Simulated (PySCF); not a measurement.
# Zr, Zr⁺: ionisation energy in x2c-TZVPall

Each state of zirconium is computed at each level; their differences give the ionisation energy. How far do the methods differ?

Program: PySCF 2.14.0. Level of theory: unrestricted determinants in a Gaussian basis, no spin-orbit coupling in the energies. These are calculated values, not measurements, unless marked.

6 further runs of the same task are left out: 6 that didn't finish.

### Step 1. The atom as given

```
Element                                   : zirconium (Z = 40)
Basis                                     : x2c-TZVPall
Hamiltonian                               : scalar relativity by spin-free X2C-1e
State 1                                   : Zr: [Kr] 4d2 5s2, high-spin 3F determinant
State 2                                   : Zr⁺: [Kr] 4d2 5s1, high-spin 4F determinant
Methods                                   : UHF, PBE0, TPSS, MP2
Core shells frozen in the correlated runs : valence: [Kr] (for Zr)
```

The outer shells:

Zr [Kr] 4d2 5s2
```
[Kr] core
4d [↑ ][↑ ][  ][  ][  ]
5s [↑↓]
```

Zr+ [Kr] 4d2 5s1
```
[Kr] core
4d [↑ ][↑ ][  ][  ][  ]
5s [↑ ]
```

The runs were made by one driver on top of PySCF. The scripts below sum up each run's settings (the driver also hands on starting orbitals that pick excited configurations, and frozen orbitals as a list rather than a count), and the logs come from the driver's own runs. The driver starts from symmetry-adapted Hartree-Fock orbitals, holds the occupation by maximum overlap and uses a logarithmic radial grid for functionals, so a plain start would take other cycles.

The driver's launch:

```sh
> OMP_NUM_THREADS=1 python atomrun2.py TASK.json OUT
```

The integrals over 63 functions and the set-up took 1.1 s of CPU time.

### Step 2. Zr

Level: UHF.

File input.py:

```python
from pyscf import gto, scf, dft, mp, cc
import basis_set_exchange as bse
mol = gto.M(atom="Zr 0 0 0", charge=0, spin=2, symmetry="D2h",
            basis=gto.basis.parse(bse.get_basis("x2c-TZVPall", elements=["Zr"], fmt="nwchem", header=False)),
            nucmod="G")
mf = scf.UHF(mol).sfx2c1e()
mf.irrep_nelec = {'Ag': (8, 7), 'B1g': (2, 1), 'B2g': (1, 1), 'B3g': (1, 1), 'B1u': (3, 3), 'B2u': (3, 3), 'B3u': (3, 3)}
mf.kernel()
```

The program printed:

```text
damping factor = 0
level_shift factor = 0
DIIS = <class 'pyscf.scf.diis.CDIIS'>
diis_start_cycle = 1
diis_space = 10
diis_damp = 0
SCF conv_tol = 1e-09
SCF conv_tol_grad = None
number electrons alpha = 21  beta = 19
cycle= 1 E= -3596.18313920433  delta_E= -0.00401  |g|= 0.0173  |ddm|= 0.0501
cycle= 2 E= -3596.18328310873  delta_E= -0.000144  |g|= 0.00354  |ddm|= 0.00983
cycle= 3 E= -3596.18329087923  delta_E= -7.77e-06  |g|= 0.000531  |ddm|= 0.00439
cycle= 4 E= -3596.18329118361  delta_E= -3.04e-07  |g|= 0.000233  |ddm|= 0.00154
cycle= 5 E= -3596.18329128901  delta_E= -1.05e-07  |g|= 3.25e-05  |ddm|= 0.00169
cycle= 6 E= -3596.18329129171  delta_E= -2.7e-09  |g|= 5.76e-06  |ddm|= 0.000381
cycle= 7 E= -3596.18329129176  delta_E= -5.09e-11  |g|= 9.91e-07  |ddm|= 5.39e-05
converged SCF energy = -3596.18329129176  <S^2> = 2.0147527  2S+1 = 3.0098191
```

It took 0.39 s on 1 thread of Neoverse-V2, shared host, the integrals not counted.

Orbital energies by shell (radii are means over both spins):

```csv
shell,electrons,mean orbital energy (eV),spread (eV),rms radius (bohr)
1s β,1,-18097.5,0,0.0426
1s α,1,-18097.4,0,0.0426
2s α,1,-2579.6,0,0.176
2s β,1,-2579.3,0,0.176
2p α,3,-2294.8,0,0.157
2p β,3,-2294.6,0,0.157
3s α,1,-454.04,0,0.488
3s β,1,-453.90,0,0.488
3p α,3,-358.45,0,0.496
3p β,3,-358.29,0,0.496
3d α,5,-201.29,0.665,0.495
3d β,5,-200.87,0.146,0.495
4s α,1,-69.138,0,1.30
4s β,1,-67.206,0,1.30
4p α,3,-42.088,0,1.47
4p β,3,-39.329,0,1.47
4d α,2,-8.783,0,2.36
5s α,1,-6.297,0,4.28
5s β,1,-5.361,0,4.28
```

⟨S²⟩ = 2.015, ⟨L²⟩ = 12.04.

Level: PBE0.

Changes to input.py:

```diff
@@ -5,3 +5,3 @@
             nucmod="G")
-mf = scf.UHF(mol).sfx2c1e()
+mf = dft.UKS(mol, xc="PBE0").sfx2c1e()
 mf.irrep_nelec = {'Ag': (8, 7), 'B1g': (2, 1), 'B2g': (1, 1), 'B3g': (1, 1), 'B1u': (3, 3), 'B2u': (3, 3), 'B3u': (3, 3)}
```

The program printed:

```text
damping factor = 0
level_shift factor = 0
DIIS = <class 'pyscf.scf.diis.CDIIS'>
diis_start_cycle = 1
diis_space = 10
diis_damp = 0
SCF conv_tol = 1e-09
SCF conv_tol_grad = None
number electrons alpha = 21  beta = 19
XC functionals = PBE0
    C. Adamo and V. Barone.,  J. Chem. Phys. 110, 6158 (1999)
    M. Ernzerhof and G. E. Scuseria.,  J. Chem. Phys. 110, 5029 (1999)
cycle= 1 E= -3597.9110540252  delta_E= -0.00827  |g|= 0.0402  |ddm|= 0.43
cycle= 2 E= -3597.91138159854  delta_E= -0.000328  |g|= 0.0125  |ddm|= 0.0513
cycle= 3 E= -3597.91142114276  delta_E= -3.95e-05  |g|= 0.00256  |ddm|= 0.0362
cycle= 4 E= -3597.91142383493  delta_E= -2.69e-06  |g|= 0.00102  |ddm|= 0.0049
cycle= 5 E= -3597.91142440794  delta_E= -5.73e-07  |g|= 2.72e-05  |ddm|= 0.006
cycle= 6 E= -3597.9114244096  delta_E= -1.66e-09  |g|= 2.6e-06  |ddm|= 0.000392
cycle= 7 E= -3597.91142440961  delta_E= -1.96e-11  |g|= 2.75e-07  |ddm|= 4.75e-05
converged SCF energy = -3597.91142440961  <S^2> = 2.004176  2S+1 = 3.0027827
```

Time after the integrals: 1.6 s (1 thread of Neoverse-V2, shared host).

Level: TPSS.

Changes to input.py:

```diff
@@ -5,3 +5,3 @@
             nucmod="G")
-mf = dft.UKS(mol, xc="PBE0").sfx2c1e()
+mf = dft.UKS(mol, xc="TPSS").sfx2c1e()
 mf.irrep_nelec = {'Ag': (8, 7), 'B1g': (2, 1), 'B2g': (1, 1), 'B3g': (1, 1), 'B1u': (3, 3), 'B2u': (3, 3), 'B3u': (3, 3)}
```

The program printed:

```text
damping factor = 0
level_shift factor = 0
DIIS = <class 'pyscf.scf.diis.CDIIS'>
diis_start_cycle = 1
diis_space = 10
diis_damp = 0
SCF conv_tol = 1e-09
SCF conv_tol_grad = None
number electrons alpha = 21  beta = 19
XC functionals = TPSS
    J. Tao, J. P. Perdew, V. N. Staroverov, and G. E. Scuseria.,  Phys. Rev. Lett. 91, 146401 (2003)
    J. P. Perdew, J. Tao, V. N. Staroverov, and G. E. Scuseria.,  J. Chem. Phys. 120, 6898 (2004)
    J. Tao, J. P. Perdew, V. N. Staroverov, and G. E. Scuseria.,  Phys. Rev. Lett. 91, 146401 (2003)
    J. P. Perdew, J. Tao, V. N. Staroverov, and G. E. Scuseria.,  J. Chem. Phys. 120, 6898 (2004)
cycle= 1 E= -3598.08663173687  delta_E= -0.012  |g|= 0.0794  |ddm|=  0.5
cycle= 2 E= -3598.08708598554  delta_E= -0.000454  |g|= 0.0355  |ddm|= 0.0517
cycle= 3 E= -3598.08717716331  delta_E= -9.12e-05  |g|= 0.000926  |ddm|= 0.0285
cycle= 4 E= -3598.08717743994  delta_E= -2.77e-07  |g|= 0.000655  |ddm|= 0.00546
cycle= 5 E= -3598.08717757656  delta_E= -1.37e-07  |g|= 5.74e-05  |ddm|= 0.00108
cycle= 6 E= -3598.08717757877  delta_E= -2.21e-09  |g|= 2.32e-06  |ddm|= 0.000205
cycle= 7 E= -3598.08717757877  delta_E= -3.18e-12  |g|= 3.51e-08  |ddm|= 8.48e-06
converged SCF energy = -3598.08717757877  <S^2> = 2.0040474  2S+1 = 3.002697
```

Time after the integrals: 3.1 s (1 thread of Neoverse-V2, shared host).

Level: MP2 (valence).

Changes to input.py:

```diff
@@ -5,4 +5,5 @@
             nucmod="G")
-mf = dft.UKS(mol, xc="TPSS").sfx2c1e()
+mf = scf.UHF(mol).sfx2c1e()
 mf.irrep_nelec = {'Ag': (8, 7), 'B1g': (2, 1), 'B2g': (1, 1), 'B3g': (1, 1), 'B1u': (3, 3), 'B2u': (3, 3), 'B3u': (3, 3)}
 mf.kernel()
+mp.UMP2(mf, frozen=18).kernel()
```

No log was kept for this step.

It took 0.07 s on 1 thread of Neoverse-V2, shared host, the integrals not counted.

With 4 electrons correlated, the MP2 correlation energy is -0.03863 hartree (-0.00935 same spin, -0.02928 opposite spin); the SCS form gives -0.03825. Largest pairs of shells: 5s-5s -0.0181, 4d-5s -0.0174, 4d-4d -0.0031.

Radial density 4πr²ρ of Zr at UHF, without picture-change correction:

```csv
r (bohr),density,spin density
0.000614,0.412,0.000
0.00103,1.00,0.000
0.00174,2.41,0.000
0.00292,5.56,0.000
0.00491,12.1,0.000
0.00826,23.9,0.000
0.0139,39.8,0.000
0.0234,50.3,-0.001
0.0393,45.2,-0.003
0.0661,45.1,-0.004
0.111,61.6,0.022
0.187,42.6,0.119
0.315,43.4,0.166
0.529,30.5,0.008
0.891,9.49,0.262
1.50,6.66,1.019
2.52,1.62,0.684
4.24,0.584,0.092
7.13,0.0712,-0.015
12.0,0.000380,0.000
```

### Step 3. Zr⁺: the ladder of methods

Level: UHF.

File input.py:

```python
from pyscf import gto, scf, dft, mp, cc
import basis_set_exchange as bse
mol = gto.M(atom="Zr 0 0 0", charge=1, spin=3, symmetry="D2h",
            basis=gto.basis.parse(bse.get_basis("x2c-TZVPall", elements=["Zr"], fmt="nwchem", header=False)),
            nucmod="G")
mf = scf.UHF(mol).sfx2c1e()
mf.irrep_nelec = {'Ag': (8, 6), 'B1g': (2, 1), 'B2g': (1, 1), 'B3g': (1, 1), 'B1u': (3, 3), 'B2u': (3, 3), 'B3u': (3, 3)}
mf.kernel()
```

The program printed:

```text
damping factor = 0
level_shift factor = 0
DIIS = <class 'pyscf.scf.diis.CDIIS'>
diis_start_cycle = 1
diis_space = 10
diis_damp = 0
SCF conv_tol = 1e-09
SCF conv_tol_grad = None
number electrons alpha = 21  beta = 18
cycle= 1 E= -3595.99250381711  delta_E= -0.00418  |g|= 0.0176  |ddm|= 0.0511
cycle= 2 E= -3595.99265136192  delta_E= -0.000148  |g|= 0.00353  |ddm|= 0.00993
cycle= 3 E= -3595.99265844708  delta_E= -7.09e-06  |g|= 0.000425  |ddm|= 0.00336
cycle= 4 E= -3595.99265858828  delta_E= -1.41e-07  |g|= 0.000167  |ddm|= 0.000939
cycle= 5 E= -3595.9926586226  delta_E= -3.43e-08  |g|= 2e-05  |ddm|= 0.000892
cycle= 6 E= -3595.99265862333  delta_E= -7.28e-10  |g|= 4.16e-06  |ddm|= 0.000242
converged SCF energy = -3595.99265862333  <S^2> = 3.7545203  2S+1 = 4.0022595
```

It took 0.3 s on 1 thread of Neoverse-V2, shared host, the integrals not counted.

Orbital energies by shell (radii are means over both spins):

```csv
shell,electrons,mean orbital energy (eV),spread (eV),rms radius (bohr)
1s α,1,-18104.1,0,0.0426
1s β,1,-18104.1,0,0.0426
2s α,1,-2586.2,0,0.176
2s β,1,-2585.9,0,0.176
2p α,3,-2301.4,0,0.157
2p β,3,-2301.2,0,0.157
3s α,1,-460.66,0,0.488
3s β,1,-460.41,0,0.488
3p α,3,-365.05,0,0.496
3p β,3,-364.85,0,0.496
3d α,5,-207.89,0.687,0.495
3d β,5,-207.43,0.150,0.495
4s α,1,-75.807,0,1.30
4s β,1,-73.539,0,1.30
4p α,3,-48.736,0,1.47
4p β,3,-45.775,0,1.47
4d α,2,-15.426,0,2.29
5s α,1,-12.438,0,3.74
```

⟨S²⟩ = 3.755, ⟨L²⟩ = 12.04.

Level: PBE0.

Changes to input.py:

```diff
@@ -5,3 +5,3 @@
             nucmod="G")
-mf = scf.UHF(mol).sfx2c1e()
+mf = dft.UKS(mol, xc="PBE0").sfx2c1e()
 mf.irrep_nelec = {'Ag': (8, 6), 'B1g': (2, 1), 'B2g': (1, 1), 'B3g': (1, 1), 'B1u': (3, 3), 'B2u': (3, 3), 'B3u': (3, 3)}
```

The program printed:

```text
damping factor = 0
level_shift factor = 0
DIIS = <class 'pyscf.scf.diis.CDIIS'>
diis_start_cycle = 1
diis_space = 10
diis_damp = 0
SCF conv_tol = 1e-09
SCF conv_tol_grad = None
number electrons alpha = 21  beta = 18
XC functionals = PBE0
    C. Adamo and V. Barone.,  J. Chem. Phys. 110, 6158 (1999)
    M. Ernzerhof and G. E. Scuseria.,  J. Chem. Phys. 110, 5029 (1999)
cycle= 1 E= -3597.68028894591  delta_E= -0.00628  |g|= 0.0392  |ddm|= 0.27
cycle= 2 E= -3597.68043313943  delta_E= -0.000144  |g|= 0.0122  |ddm|= 0.0263
cycle= 3 E= -3597.68044555374  delta_E= -1.24e-05  |g|= 0.000318  |ddm|= 0.0109
cycle= 4 E= -3597.68044564179  delta_E= -8.81e-08  |g|= 0.000145  |ddm|= 0.00304
cycle= 5 E= -3597.6804456464  delta_E= -4.61e-09  |g|= 2e-05  |ddm|= 0.000162
cycle= 6 E= -3597.68044564654  delta_E= -1.42e-10  |g|= 4.47e-07  |ddm|= 9.7e-05
converged SCF energy = -3597.68044564654  <S^2> = 3.7512463  2S+1 = 4.0006231
```

It took 1.4 s on 1 thread of Neoverse-V2, shared host, the integrals not counted.

Level: TPSS.

Changes to input.py:

```diff
@@ -5,3 +5,3 @@
             nucmod="G")
-mf = dft.UKS(mol, xc="PBE0").sfx2c1e()
+mf = dft.UKS(mol, xc="TPSS").sfx2c1e()
 mf.irrep_nelec = {'Ag': (8, 6), 'B1g': (2, 1), 'B2g': (1, 1), 'B3g': (1, 1), 'B1u': (3, 3), 'B2u': (3, 3), 'B3u': (3, 3)}
```

The program printed:

```text
damping factor = 0
level_shift factor = 0
DIIS = <class 'pyscf.scf.diis.CDIIS'>
diis_start_cycle = 1
diis_space = 10
diis_damp = 0
SCF conv_tol = 1e-09
SCF conv_tol_grad = None
number electrons alpha = 21  beta = 18
XC functionals = TPSS
    J. Tao, J. P. Perdew, V. N. Staroverov, and G. E. Scuseria.,  Phys. Rev. Lett. 91, 146401 (2003)
    J. P. Perdew, J. Tao, V. N. Staroverov, and G. E. Scuseria.,  J. Chem. Phys. 120, 6898 (2004)
    J. Tao, J. P. Perdew, V. N. Staroverov, and G. E. Scuseria.,  Phys. Rev. Lett. 91, 146401 (2003)
    J. P. Perdew, J. Tao, V. N. Staroverov, and G. E. Scuseria.,  J. Chem. Phys. 120, 6898 (2004)
cycle= 1 E= -3597.85540926079  delta_E= -0.00924  |g|= 0.0782  |ddm|= 0.335
cycle= 2 E= -3597.85573738902  delta_E= -0.000328  |g|= 0.0358  |ddm|= 0.03
cycle= 3 E= -3597.85581447001  delta_E= -7.71e-05  |g|= 0.00267  |ddm|= 0.0116
cycle= 4 E= -3597.85581631904  delta_E= -1.85e-06  |g|= 0.000132  |ddm|= 0.00375
cycle= 5 E= -3597.85581632615  delta_E= -7.11e-09  |g|= 2.69e-06  |ddm|= 0.000233
cycle= 6 E= -3597.85581632615  delta_E= 4.55e-13  |g|= 1.42e-07  |ddm|= 6.14e-06
converged SCF energy = -3597.85581632615  <S^2> = 3.7509148  2S+1 = 4.0004574
```

It took 2.7 s on 1 thread of Neoverse-V2, shared host, the integrals not counted.

Level: MP2 (valence).

Changes to input.py:

```diff
@@ -5,4 +5,5 @@
             nucmod="G")
-mf = dft.UKS(mol, xc="TPSS").sfx2c1e()
+mf = scf.UHF(mol).sfx2c1e()
 mf.irrep_nelec = {'Ag': (8, 6), 'B1g': (2, 1), 'B2g': (1, 1), 'B3g': (1, 1), 'B1u': (3, 3), 'B2u': (3, 3), 'B3u': (3, 3)}
 mf.kernel()
+mp.UMP2(mf, frozen=18).kernel()
```

No log was kept for this step.

Time after the integrals: 0.03 s (1 thread of Neoverse-V2, shared host).

With 3 electrons correlated, the MP2 correlation energy is -0.00959 hartree (-0.00959 same spin, 0.00000 opposite spin); the SCS form gives -0.00320. Largest pairs of shells: 4d-5s -0.0066, 4d-4d -0.0030, 5s-5s 0.0000.

Radial density 4πr²ρ of Zr⁺ at UHF, without picture-change correction:

```csv
r (bohr),density,spin density
0.000614,0.412,0.000
0.00103,1.00,0.000
0.00174,2.41,0.000
0.00292,5.56,0.001
0.00491,12.1,0.001
0.00826,23.9,0.002
0.0139,39.8,0.004
0.0234,50.3,0.002
0.0393,45.2,-0.003
0.0661,45.1,-0.003
0.111,61.6,0.032
0.187,42.6,0.122
0.315,43.4,0.192
0.529,30.5,0.008
0.891,9.47,0.333
1.50,6.70,1.043
2.52,1.46,0.953
4.24,0.318,0.316
7.13,0.0112,0.011
12.0,1.66e-05,0.000
```

Spin density of Zr⁺ at UHF in the xz plane next to the nucleus (x to the right, z up), 5.4 Å wide.

Ten even steps from ' ' (0.00 e/Å³) to '@' (0.62 e/Å³):
```
                                        
                                        
                                        
                                        
                ........                
              ..--====--..              
              ..==####==..              
                --@@@@--                
                ..::::..                
          ..::--..++++..--::..          
          ..::--..++++..--::..          
                ..::::..                
                --@@@@--                
              ..==####==..              
              ..--====--..              
                ........                
                                        
                                        
                                        
                                        
```

### Step 4. Orbital energies side by side

Highest occupied Hartree-Fock shell of each state: Zr 5s β at -5.361 eV; Zr⁺ 5s α at -12.438 eV.

### Step 5. Differences of total energies

Ionisation energy: Zr [Kr] 4d2 5s2 (3F) → Zr⁺ [Kr] 4d2 5s1 (4F).

```csv
method,value (eV),error (eV),"CPU time, both states (s)"
UHF,5.187,-1.451,0.69
PBE0,6.285,-0.353,3
TPSS,6.296,-0.343,5.9
MP2 (valence),5.978,-0.661,0.79
SCS-MP2 (valence),6.141,-0.497,0.79
```

Reference: 6.639 eV (measured; NIST levels, between the centres of gravity of the two terms). Errors of the correlated levels include the incompleteness of this basis.

Times are CPU seconds on a shared host without the integrals; correlated rows include their Hartree-Fock run, whose time holds the symmetry-adapted start and any spin-orbit constants, while functionals begin from orbitals already made.

### Step 6. What came out

| quantity | value |
| --- | --- |
| ionisation energy, Zr | UHF 5.187, MP2 (valence) 5.978 eV; reference 6.639 |

Accuracy against cost (mean over 1 difference):

```csv
method,mean absolute miss against the measured value (with the measured fine structure taken into account where it is known) (eV),"CPU time, both states (s)"
UHF,1.451,0.69
PBE0,0.353,3
TPSS,0.343,5.9
MP2 (valence),0.661,0.79
SCS-MP2 (valence),0.497,0.79
```

In words: Against experiment TPSS comes closest (off by 0.34 eV), level with PBE0 and UHF is farthest (1.45 eV). Hartree-Fock falls short because the species with more electrons holds more correlation energy, which it lacks. The basis is finite, and no extrapolation was made. The dearest level timed, TPSS, costs 8.5 times the cheapest, UHF, and differs from the measured value (with the measured fine structure taken into account where it is known) by 0.34 against 1.45 eV.
